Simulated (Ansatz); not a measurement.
# SnClF (SMILES [F][Sn][Cl]): a rigid scan of the bond length F1–Sn2

Aim: the energy along the bond length F1–Sn2, from CCSD(T) and from cheaper methods, relative to the minimum. All other internal coordinates keep their values.

Computed with Ansatz 0.2.0, Gaussian basis. Level: single points in def2-TZVPP.

Levels: PBE-D4, r2SCAN-D4, PBE0-D4, B3LYP-D4, wB97M-V, Hartree-Fock, MP2, CCSD, CCSD(T). The scan takes 1.703, 1.770, 1.869, 1.984, 2.112, 2.249, 2.395, 2.549, 2.709 Å.

Cores are frozen in the correlated methods. Filled d shells of the heavier atoms are correlated. Core potentials replace the inner electrons past krypton, and spin-orbit coupling is left out. B3LYP uses VWN-RPA correlation.

**1. The starting structure**

The minimum, relaxed at PBE0-D4: 3 atoms, charge 0, spin multiplicity 1.

Atoms are counted from 1 here; the program's logs count them from 0.

Bond lengths: F1–Sn2 1.935 Å, Sn2–Cl3 2.360 Å. Angles: F1–Sn2–Cl3 96.9°.

Geometry (Å):

```mol
ClFSn
  3D, bonds by distance, orders not assigned

  3  2  0  0  0  0  0  0  0  0999 V2000
   -1.3896    0.2231   -0.7444 F   0  0
    0.1643    0.8981    0.1907 Sn  0  0
    1.2143   -1.1860    0.5405 Cl  0  0
  1  2  8  0
  2  3  8  0
M  END
```

Energies of the minimum (eV), from earlier single points: PBE-D4 -21067.94201, r2SCAN-D4 -21075.73840, PBE0-D4 -21068.91954, B3LYP-D4 -21078.03395, wB97M-V -21072.95303, CCSD(T) -21040.47089.

At the minimum the bond length F1–Sn2 is 1.935 Å.

**2. F1–Sn2 = 1.703 Å**

ccsdt-tzvpp/in.yaml

```yaml
crystal:
  periodic: [false, false, false]
  atoms:
    - {symbol: F, position_ang: [-1.389567, 0.223137, -0.744432]}
    - {symbol: Sn, position_ang: [-0.022052, 0.817097, 0.078563]}
    - {symbol: Cl, position_ang: [1.027936, -1.266947, 0.428322]}
basis:
  gaussian: {orbitals: def2-TZVPP}
correlation: {method: ccsd_t}
```

The command line of these runs was not kept.

After this run come: F1–Sn2 = 1.770 Å; F1–Sn2 = 1.869 Å; F1–Sn2 = 1.984 Å; F1–Sn2 = 2.112 Å; F1–Sn2 = 2.249 Å; F1–Sn2 = 2.395 Å; F1–Sn2 = 2.549 Å; F1–Sn2 = 2.709 Å.

Before running it: what results should come out? Wanted: highest point, CCSD(T); lowest point, CCSD(T); minimum along the scan, CCSD(T); RMS deviation from CCSD(T); largest T1 diagnostic.

The runs gave:

| quantity | value |
| --- | --- |
| highest point, CCSD(T) | 51.4 kcal/mol at 2.709 Å |
| lowest point, CCSD(T) | 0.0 kcal/mol at 1.935 Å |
| minimum along the scan, CCSD(T) | 1.929 Å |
| curvature there | 22.0 eV/Å² |
| RMS deviation from CCSD(T) | PBE-D4 5.5, r2SCAN-D4 1.8, PBE0-D4 1.3, B3LYP-D4 3.6, wB97M-V 0.5, Hartree-Fock 2.9, MP2 0.2, CCSD 0.9 kcal/mol |
| largest T1 diagnostic | 0.023 |

In words: A polynomial through the near points puts the CCSD(T) minimum 0.006 Å below the PBE0-D4 value. The third derivative is negative, the usual anharmonicity of a bond. Curvature against CCSD(T): PBE-D4 -17 %, Hartree-Fock +10 %. MP2 follows the CCSD(T) curve best and PBE-D4 worst.
